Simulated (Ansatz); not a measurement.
# GeH7NSSi: how energies converge with the basis set

One table from this session's results is given with a row withheld; the runs are named, their logs left out.

The runs use Ansatz 0.2.0, Gaussian basis; one geometry, several basis sets.

The runs, in order: PBE0-D4/def2-SVP; ωB97M-V/def2-SVP; PBE0-D4/def2-QZVPP; ωB97M-V/def2-QZVPP; the functionals' def2-TZVPP values are taken from earlier runs.

## Structure used throughout

The geometry comes from an earlier relaxation with PBE0-D4 in a triple-zeta def2 set; it is a stationary point, not always the lowest conformer.

11 atoms, charge 0, spin multiplicity 1.

Atoms are counted from 1 here; the program's logs count them from 0.

Bond lengths: N1–Si2 1.708 Å, N1–H5 1.008 Å, N1–H6 1.007 Å, Si2–S3 2.147 Å, Si2–H7 1.486 Å, Si2–H8 1.484 Å, S3–Ge4 2.222 Å, Ge4–H9 1.538 Å, Ge4–H10 1.533 Å, Ge4–H11 1.536 Å. Angles: Si2–N1–H5 120.3°, Si2–N1–H6 119.6°, H5–N1–H6 111.1°, N1–Si2–S3 113.0°, N1–Si2–H7 109.4°, N1–Si2–H8 107.3°, S3–Si2–H7 107.5°, S3–Si2–H8 109.3°, H7–Si2–H8 110.3°, Si2–S3–Ge4 97.0°, S3–Ge4–H9 109.6°, S3–Ge4–H10 106.4°, S3–Ge4–H11 110.1°, H9–Ge4–H10 110.5°, H9–Ge4–H11 109.6°, H10–Ge4–H11 110.7°.

The first run:

Contents of in.yaml:

```yaml
crystal:
  periodic: [false, false, false]
  atoms:
    - {symbol: N, position_ang: [-0.645597, 2.326540, -0.863097]}
    - {symbol: Si, position_ang: [-0.401512, 0.651247, -0.634087]}
    - {symbol: S, position_ang: [1.230949, 0.216210, 0.690801]}
    - {symbol: Ge, position_ang: [0.727129, -1.918665, 1.048456]}
    - {symbol: H, position_ang: [-0.923364, 2.909943, -0.089930]}
    - {symbol: H, position_ang: [-0.055153, 2.831809, -1.504017]}
    - {symbol: H, position_ang: [-1.626952, 0.049066, -0.047016]}
    - {symbol: H, position_ang: [-0.124784, 0.058990, -1.966088]}
    - {symbol: H, position_ang: [0.332059, -2.584940, -0.280523]}
    - {symbol: H, position_ang: [1.990378, -2.571760, 1.621478]}
    - {symbol: H, position_ang: [-0.437754, -2.025541, 2.044522]}
basis:
  gaussian: {orbitals: def2-SVP}
hamiltonian: {xc: pbe0, dispersion: d4}
output: {orbitals: {seedname: orbitals}}
```

The run is started by

```bash
$ ansatz run in.yaml --threads 4 --pin off --events-out ev --progress --plain --max-ram 10444MiB
```

Steps of the session up to this table: PBE0-D4 in def2-SVP; ωB97M-V in def2-SVP; PBE0-D4 in def2-QZVPP; ωB97M-V in def2-QZVPP.

One of the session's tables, all rows but one given; the rest of the session is left out.

It belongs to the step «Density functionals: the series». 

| functional | basis | HOMO (eV) | LUMO (eV) |
| --- | --- | --- | --- |
| PBE0-D4 | def2-SVP | -6.99 | 0.28 |
| PBE0-D4 | def2-TZVPP | -7.11 | -0.07 |
| PBE0-D4 | def2-QZVPP | -7.14 | -0.29 |
| ωB97M-V | def2-SVP | ? | ? |
| ωB97M-V | def2-TZVPP | -9.27 | 1.62 |
| ωB97M-V | def2-QZVPP | -9.30 | 1.18 |

**Question.** Estimate the row for ωB97M-V, def2-SVP.

As computed: HOMO (eV): -9.11; LUMO (eV): 2.19. In the column «HOMO (eV)» it lies between ωB97M-V, def2-TZVPP (-9.27) and PBE0-D4, def2-QZVPP (-7.14).
